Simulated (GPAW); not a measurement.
# GeHF3 (SMILES [F][GeH]([F])[F]), run twice

Wanted: energy and one-electron properties of GeHF3, PBE/real-space grid (scalar-relativistic datasets).

The results are computed with GPAW 26.7.0.

2 further runs of the same task are left out: 1 that didn't finish, 1 set aside as unsound or not needed.

**1. The system as given**

GeHF3: 5 atoms, total charge 0, spin state singlet. SMILES: `[F][GeH]([F])[F]`. Geometry: relaxed at PBE0-D4/def2-TZVP.

Bond lengths: F1–Ge2 1.707 Å, Ge2–F3 1.707 Å, Ge2–F4 1.707 Å, Ge2–H5 1.516 Å. Angles: F1–Ge2–F3 106.4°, F1–Ge2–F4 106.4°, F3–Ge2–F4 106.4°, F1–Ge2–H5 112.4°, F3–Ge2–H5 112.4°, F4–Ge2–H5 112.4°.

**2. The input as first written**

The input, molecule.py:

```python
import numpy as np
from ase import Atoms
from ase.units import Debye
from gpaw import GPAW

# Structure
molecule = Atoms(['F', 'Ge', 'F', 'F', 'H'],
    positions=[[ -0.249800,  -0.734100,   1.483000],
               [  0.095600,  -0.008700,  -0.023300],
               [ -0.673100,   1.515700,  -0.011300],
               [ -0.024955,  -0.148995,  -0.200405],
               [  1.585200,   0.097300,  -0.285700]])
molecule.center(vacuum=4.5)

# DFT calculator
calc = GPAW(mode='fd', h=0.2, xc='PBE', maxiter=54, txt='-')
molecule.calc = calc

energy = molecule.get_potential_energy()
print(f'Energy: {energy:.5f} eV')
forces = molecule.get_forces()
print('Forces (eV/Ang)')
for symbol, f in zip(molecule.symbols, forces):
    print(f'{symbol:2} {f[0]:9.4f} {f[1]:9.4f} {f[2]:9.4f}')
dipole = molecule.get_dipole_moment() / Debye
print(f'Dipole = {np.linalg.norm(dipole):.3f} D')
homo, lumo = calc.get_homo_lumo()
print(f'HOMO                    {homo:.3f} eV')
print(f'LUMO: {lumo:.3f} eV')
print(f'Gap                     {lumo - homo:.3f} eV')
```

Command:

```
$ python molecule.py
```

What it wrote:

```text
[...]
Number of symmetries: 1
[...]
  Number of IBZ points: 1
[...]
Spin-components: 1 (collinear spins)
Bands:           17
[...]
  Valence electrons: 26.0
[...]
  Grid points: [56 56 52]
  Charge: 0.0  # |e|
[...]
    cutoffs:
[...]
occupation numbers:
  # Zero width
[...]
xc functional:
  name: PBE with 2 nearest neighbor stencil
[...]
|iter     |     time |      energy | eigst |  dens |
[...]
|iter:   1| 00:00:02 |  449.306889 | +2.61 |       |
[...]
|iter:  18| 00:00:18 |  564.979776c| -7.48c| -5.34c|
Converged in 18 steps
[...]
Energy contributions relative to reference atoms: (reference = -65252.370370)
Energy contributions:
  Kinetic:        1282.450033
  Coulomb:        -731.605483
  Zero:            144.870566
  External:          0.000000
  Xc:             -130.735340
  Entropy:           0.000000
  Spinorbit:         0.000000
  ----------------------------
  Free energy:     564.979776
  Extrapolated:    564.979776
dipole moment: (0.157834, -0.181699, -0.318805)  # |e|*Ang
Fermi level: -4.033
Eigenvalues  # (at kpt = [0.000, 0.000, 0.000])
| band index |      eig [eV] | occ [0-2] |
|------------|---------------|-----------|
|          0 |       -55.788 |     2.000 |
|        ... |               |           |
|          5 |       -16.166 |     2.000 |
|          6 |       -11.522 |     2.000 |
|          7 |       -11.124 |     2.000 |
|          8 |       -10.878 |     2.000 |
|          9 |       -10.199 |     2.000 |
|         10 |        -9.989 |     2.000 |
|         11 |        -9.944 |     2.000 |
|         12 |        -6.544 |     2.000 |
|         13 |        -1.521 |     0.000 |
|         14 |        -1.366 |     0.000 |
[...]
Gap: 5.023 eV
Transition (v -> c):
[...]
Forces (eV/Ang)
F     0.0328   -0.6537    3.5193
Ge  380.9209  441.0559  556.0074
F    -0.5700    3.1488    0.6820
F  -382.0202 -445.7393 -562.8157
H     2.6865    0.9892    0.7313
Dipole = 1.919 D
HOMO                    -6.544 eV
LUMO: -1.521 eV
Gap                     5.023 eV
```

It took 19 s on 1 thread of Arm Neoverse V1, shared host; peak memory 0.49 GiB.

**3. Reading the log**

The run finished; that doesn't make the result usable.

What is wrong: two atoms lie on top of or far too near each other. As the program read them, the closest atoms are 0.26 Å apart, against 1.52 Å in the sound input.

**4. Try two**

The input, F3GeH.xyz:

```xyz
5

F     -0.249800    -0.734100     1.483000
Ge     0.095600    -0.008700    -0.023300
F     -0.673100     1.515700    -0.011300
F     -0.708100    -0.944000    -1.204000
H      1.585200     0.097300    -0.285700
```

The input, sp.py:

```python
import numpy as np
from ase.io import read
from ase.units import Debye
from gpaw import GPAW

molecule = read("F3GeH.xyz")
molecule.center(vacuum=4.5)

calc = GPAW(mode="fd", xc="PBE", h=0.2, maxiter=100, txt="-")
molecule.calc = calc

energy = molecule.get_potential_energy()
print(f"Energy                  {energy:.5f} eV")
forces = molecule.get_forces()
print("Forces (eV/Ang)")
for symbol, f in zip(molecule.symbols, forces):
    print(f'{symbol:2} {f[0]:9.4f} {f[1]:9.4f} {f[2]:9.4f}')
dipole = molecule.get_dipole_moment() / Debye
print(f"Dipole                  {np.linalg.norm(dipole):.3f} D")
homo, lumo = calc.get_homo_lumo()
print(f"HOMO                    {homo:.3f} eV")
print(f"LUMO = {lumo:.3f} eV")
print(f"Gap = {lumo - homo:.3f} eV")
```

Command:

```
$ python3 -u sp.py | tee sp.out
```

What it wrote:

```text
[...]
Number of symmetries: 1
[...]
  Number of IBZ points: 1
[...]
Spin-components: 1 (collinear spins)
Bands:           17
[...]
  Valence electrons: 26.0
[...]
  Grid points: [56 56 60]
  Charge: 0.0  # |e|
[...]
    cutoffs:
[...]
occupation numbers:
  # Zero width
[...]
xc functional:
  name: PBE with 2 nearest neighbor stencil
[...]
|iter     |     time |      energy | eigst |  dens |
[...]
|iter:   1| 00:00:02 |  -25.114756 | +0.73 |       |
[...]
|iter:  13| 00:00:15 |  -22.777759c| -7.52c| -5.90c|
Converged in 13 steps
[...]
Energy contributions relative to reference atoms: (reference = -65252.370370)
Energy contributions:
  Kinetic:          43.430136
  Coulomb:         -43.697475
  Zero:              1.219846
  External:          0.000000
  Xc:              -23.730266
  Entropy:           0.000000
  Spinorbit:         0.000000
  ----------------------------
  Free energy:     -22.777759
  Extrapolated:    -22.777759
dipole moment: (0.504968, 0.035693, -0.088529)  # |e|*Ang
Fermi level: -5.846
Eigenvalues  # (at kpt = [0.000, 0.000, 0.000])
| band index |      eig [eV] | occ [0-2] |
|------------|---------------|-----------|
|          0 |       -30.152 |     2.000 |
|        ... |               |           |
|          5 |       -12.037 |     2.000 |
|          6 |       -11.891 |     2.000 |
|          7 |       -10.471 |     2.000 |
|          8 |       -10.467 |     2.000 |
|          9 |       -10.102 |     2.000 |
|         10 |       -10.097 |     2.000 |
|         11 |        -9.877 |     2.000 |
|         12 |        -9.694 |     2.000 |
|         13 |        -1.999 |     0.000 |
|         14 |        -0.829 |     0.000 |
[...]
Gap: 7.695 eV
Transition (v -> c):
[...]
Forces (eV/Ang)
F    -0.3135   -0.4709    0.8148
Ge    0.9928    0.0609   -0.1897
F    -0.4792    1.0397    0.3156
F    -0.1773   -0.6542   -0.6081
H     0.2958    0.0213   -0.0600
Dipole                  2.468 D
HOMO                    -9.694 eV
LUMO = -1.999 eV
Gap = 7.695 eV
```

Run time: 15 s. Hardware: 1 thread of Arm Neoverse V1, shared host; peak memory 0.53 GiB.

**5. Results**

At PBE/real-space grid (scalar-relativistic datasets):

```
                                              quantity        value
energy as printed (from the program's reference atoms)  -22.7778 eV
                                         dipole moment       2.47 D
                                           HOMO energy     -9.69 eV
                                           LUMO energy     -2.00 eV
                                         HOMO–LUMO gap      7.70 eV
```

**Reading.** The first attempt's energy was +587.758 eV off this one.
